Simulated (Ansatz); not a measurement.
A first try at a convergence test of the plane-wave cutoff of Cu, space group I4/mmm, using Ansatz's Python interface.

`ecut_cu.py`
```python
import csv

import ansatz
import numpy as np

FILLING = "gaussian"
WIDTH_EV = 0.1
K_DENSITY = 4.1
SCF_TOL = 1e-10


def main() -> None:
    vectors = np.array([
        [-1.44279, 1.44279, 1.37608],
        [1.44279, -1.44279, 1.37608],
        [1.44279, 1.44279, -1.37608],
    ])
    cu = ansatz.Lattice.of(vectors).atom("Cu", [0.0, 0.0, 0.0])

    setup = (
        cu.calculation()
        .occupations(FILLING, width=WIDTH_EV)
        .functional(ansatz.Functional.R2SCAN)
        .kpoints(density=K_DENSITY)
        .scf(tolerance=SCF_TOL)
        .forces()
        .stress()
    )

    row = []
    for value in [300, 375, 450, 525, 600]:
        r = setup.basis(value).run().report
        rows.append((value, r["free_energy_ev"] / len(r["lattice"]["sites"]), r["n_iterations"], sum(r["stress_gpa"][i][i] for i in range(3)) / 3, max(abs(f) for row in r["forces_ev_ang"] for f in row), r["n_pw"]))

    with open("ecut.csv", "w", newline="") as handle:
        writer = csv.writer(handle)
        writer.writerow(["cutoff (eV)", "F/atom (eV)", "iterations", "P (GPa)", "max component (eV/A)", "plane waves"])
        writer.writerows([round(v, 5) if isinstance(v, float) else v for v in row] for row in rows)

    for row in rows[:-1]:
        shift = 1000 * (row[1] - rows[-1][1])
        print(f"{row[0]}: {shift:+.2f} meV/atom" + ("  (within 2 meV)" if abs(shift) < 2 else ""))


if __name__ == "__main__":
    main()
```

Running `python ecut_cu.py` prints:
```text
DeckWarning: basis.ecutwfc = 300 eV is below the records' recommended 500 eV, and the density's cutoff is lower with it unless basis.ecutrho_ratio is high enough to keep the records' density cutoff: compare with a run at a higher cutoff
Traceback (most recent call last):
  File "ecut_cu.py", line 46, in <module>
    main()
    ~~~~^^
  File "ecut_cu.py", line 33, in main
    rows.append((value, r["free_energy_ev"] / len(r["lattice"]["sites"]), r["n_iterations"], sum(r["stress_gpa"][i][i] for i in range(3)) / 3, max(abs(f) for row in r["forces_ev_ang"] for f in row), r["n_pw"]))
    ^^^^
NameError: name 'rows' is not defined. Did you mean: 'row'?
```
(Warnings from the package without file and line.)

What is wrong, and how is it mended?

The fault: a variable's name is misspelt. The correction:

```diff
--- before
+++ after
@@ -29,3 +29,3 @@
 
-    row = []
+    rows = []
     for value in [300, 375, 450, 525, 600]:
```

After the fix:

`python ecut_cu.py` gives:
```text
DeckWarning: basis.ecutwfc = 300 eV is below the records' recommended 500 eV, and the density's cutoff is lower with it unless basis.ecutrho_ratio is high enough to keep the records' density cutoff: compare with a run at a higher cutoff
DeckWarning: basis.ecutwfc = 375 eV is below the records' recommended 500 eV, and the density's cutoff is lower with it unless basis.ecutrho_ratio is high enough to keep the records' density cutoff: compare with a run at a higher cutoff
DeckWarning: basis.ecutwfc = 450 eV is below the records' recommended 500 eV, and the density's cutoff is lower with it unless basis.ecutrho_ratio is high enough to keep the records' density cutoff: compare with a run at a higher cutoff
300: +258.51 meV/atom
375: +5.67 meV/atom
450: +2.43 meV/atom
525: +0.30 meV/atom  (within 2 meV)
```
(Warnings from the package without file and line.)

`ecut.csv`, as written:
```csv
cutoff (eV),F/atom (eV),iterations,P (GPa),max component (eV/A),plane waves
300,-6630.94971,8,1.85186,0.0,139
375,-6631.20254,8,0.34125,0.0,193
450,-6631.20579,8,0.30709,0.0,241
525,-6631.20791,8,0.30576,0.0,321
600,-6631.20821,8,0.31201,0.0,373
```

Forces vanish by symmetry here and test nothing. Pressure is positive in compression. This isn't the structure that Cu takes at ambient conditions. Shifts are counted from the last row, which is itself no proven limit. Hardware and time: 22 s on 1 thread of Intel(R) Xeon(R) Platinum 8259CL CPU @ 2.50GHz (Skylake/Cascade Lake), with other jobs on the host, peak memory 0.45 GiB.
